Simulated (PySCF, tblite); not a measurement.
# C₆H₁₀OSi: geometry, infrared bands and NMR shifts

What infrared bands and NMR shifts should C₆H₁₀OSi (`C=C[C@@H]1OC=C[Si@H]1C`) show?

The runs use tblite 0.8.0 and PySCF 2.14.0, with density-fitted response routines of our own; the level of theory stands in each step. All values are computed, except where a source is named. Atoms count from 0, in the outputs and in this text.

## 1. The molecule as given

18 atoms, charge 0, multiplicity 1; geometry from: force field or distance geometry start.

Bonds of the start (Å): C0–C1 1.34, C1–C2 1.45, C2–O3 1.42, O3–C4 1.34, C4–C5 1.32, C5–Si6 1.87, Si6–C7 1.83, Si6–C2 1.90, C0–H8 1.08, C0–H9 1.09, C1–H10 1.09, C2–H11 1.10, C4–H12 1.11, C5–H13 1.07, Si6–H14 1.45, C7–H15 1.13, C7–H16 1.12, C7–H17 1.10.

## 2. Optimising the geometry with GFN2-xTB

Job settings and geometry (Å):

```
{"job": {"kind": "relax", "xc": "GFN2-xTB", "basis": "xTB"}, "charge": 0, "multiplicity": 1}
C      2.416700    -1.179700    -0.225200
C      2.041800     0.092900    -0.421800
C      0.714200     0.517300    -0.839300
O      0.515500     1.861300    -0.442300
C     -0.736900     2.294800    -0.229100
C     -1.632100     1.404800     0.148000
Si    -0.668500    -0.197100     0.252700
C     -1.607400    -1.534000    -0.571400
H      1.753900    -2.024600    -0.368800
H      3.429800    -1.423000     0.104000
H      2.798000     0.855900    -0.234800
H      0.483900     0.335200    -1.896400
H     -1.045600     3.356300    -0.372800
H     -2.673700     1.545500     0.361800
H     -0.217200    -0.476700     1.603200
H     -2.417600    -1.875700     0.139400
H     -2.151000    -1.121600    -1.456400
H     -1.012700    -2.425400    -0.827100
```

Launch:

```console
OMP_NUM_THREADS=1 python probes_run.py task.json out
```

The driver reads the jobs from task.json and runs them one after another.

**Question.** This job is followed by: GFN2-xTB harmonic vibrations, gas phase; GIAO PBE0/pcSseg-1 NMR shielding, non-relativistic, gas phase. What will the session give for the following? strongest single infrared mode (GFN2-xTB); zero-point energy (GFN2-xTB); 13C shifts against TMS (PBE0/pcSseg-1); 1H shifts against TMS (PBE0/pcSseg-1, means over atoms taken as alike); 17O shifts against H2O (PBE0/pcSseg-1); 29Si shifts against TMS (PBE0/pcSseg-1).

The runs gave:

```
                                                              quantity                                               value
                             strongest single infrared mode (GFN2-xTB)                               2203 cm⁻¹, 338 km/mol
                                          zero-point energy (GFN2-xTB)                                       87.8 kcal/mol
                                13C shifts against TMS (PBE0/pcSseg-1)           171.4, 151.5, 112.9, 93.5, 78.8, -1.8 ppm
1H shifts against TMS (PBE0/pcSseg-1, means over atoms taken as alike)  7.18, 6.37, 5.18, 5.12, 4.88, 4.75, 4.53, 0.34 ppm
                                17O shifts against H2O (PBE0/pcSseg-1)                                           177.6 ppm
                               29Si shifts against TMS (PBE0/pcSseg-1)                                             1.0 ppm
```

**Reading.** Over 121 steps the energy fell by 0.843 eV; of the close pairs, Si6–C7 changed most, 1.830 to 1.898 Å. All 48 modes are real, so the xTB geometry is a minimum. The strongest single mode, at 2203 cm⁻¹, moves mainly H14. Unscaled tight-binding wavenumbers are off by several per cent, some by more. Its intensities can rank the bands wrongly. At PBE0/pcSseg-1: The largest span, 231 ppm, is at C1, where the paramagnetic term is -220 ppm.
